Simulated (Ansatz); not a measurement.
The first iterations of a band of a periodic cell of 15 atoms, Al$_{8}$N$_{7}$ (host AlN, host structure P6_3mc, one N atom removed), cell charge -1.

Level of theory: DFT PBE, scalar-relativistic, plane waves, PAW in Ansatz. Settings: PAW set soft_1, cutoff 420 eV, k mesh 2x3x3, gaussian smearing 0.02 eV, no spin polarisation.

- movable images: 5
- climbing image: yes
- spring: 1.0 eV/Å²
- optimiser: quadratic models (default)
- start path: IDPP
- force threshold: 0.05 eV/Å
- iteration limit: 58
- end points: relaxed

Image 0:

```xyz
15
Lattice="-3.1100 -5.3867 0.0000 4.6650 -2.6933 0.0000 0.0000 0.0000 4.9800" Properties=species:S:1:pos:R:3
Al 1.513 -4.493 0.060
Al -0.250 -3.526 2.482
N 1.410 -4.374 1.945
N -0.031 -3.615 4.412
Al -0.007 -1.804 -0.056
Al 3.089 -3.629 2.494
N 0.014 -1.744 1.826
N 3.081 -3.604 4.403
Al 3.112 -1.792 0.010
Al 1.642 -0.876 2.295
N 3.250 -1.839 1.922
N 1.552 -0.965 4.208
Al -1.521 -4.629 0.081
Al 1.696 -6.176 2.552
N 1.577 -6.306 4.501
```

Image 6:

```xyz
15
Lattice="-3.1100 -5.3867 0.0000 4.6650 -2.6933 0.0000 0.0000 0.0000 4.9800" Properties=species:S:1:pos:R:3
Al 1.446 -4.426 0.045
Al -0.081 -3.544 2.573
N 1.523 -4.471 2.001
N -1.590 -4.494 1.832
Al 0.055 -1.896 -0.082
Al 3.108 -3.604 2.527
N -0.012 -1.763 1.832
N 3.117 -3.613 4.427
Al 3.128 -1.806 0.016
Al 1.550 -0.895 2.451
N 3.116 -1.799 1.917
N 1.598 -0.922 4.335
Al -1.441 -4.486 -0.082
Al 1.565 -6.277 2.527
N 1.578 -6.280 4.427
```

| iteration | highest image above the first end (eV) | largest band force component (eV/Å) |
| --- | --- | --- |
| 1 | 4.627 | 5.630 |
| 2 | 2.457 | 3.913 |
| 3 | 1.890 | 2.409 |
| 4 | 2.024 | 1.723 |
| 5 | 1.975 | 0.968 |

Task: Does the band converge within its limit, and where does its top end?

Result: The forces met the threshold. It ended after 17 iterations with the highest image 1.908 eV above the first end. The profile has 2 maxima (images 1, 3) with wells between them (image 2): this band takes more than one step, which may be the mechanism or a detour left from its start path. Neighbouring images differ by up to 1.4 eV, so the band resolves the path poorly. By the program's own check the climbing image is a first-order saddle point (lowest curvatures found: -5.12 and 4.05 eV/Å²). Limits of this set-up: coarse k mesh, no spin, though dangling bonds at a vacancy may carry it, a small cell, in which the defect meets its images, charged cell in a uniform background, uncorrected.

The run took 16 min on 1 thread of Arm Neoverse V1, on a shared host, peak memory 0.55 GiB.
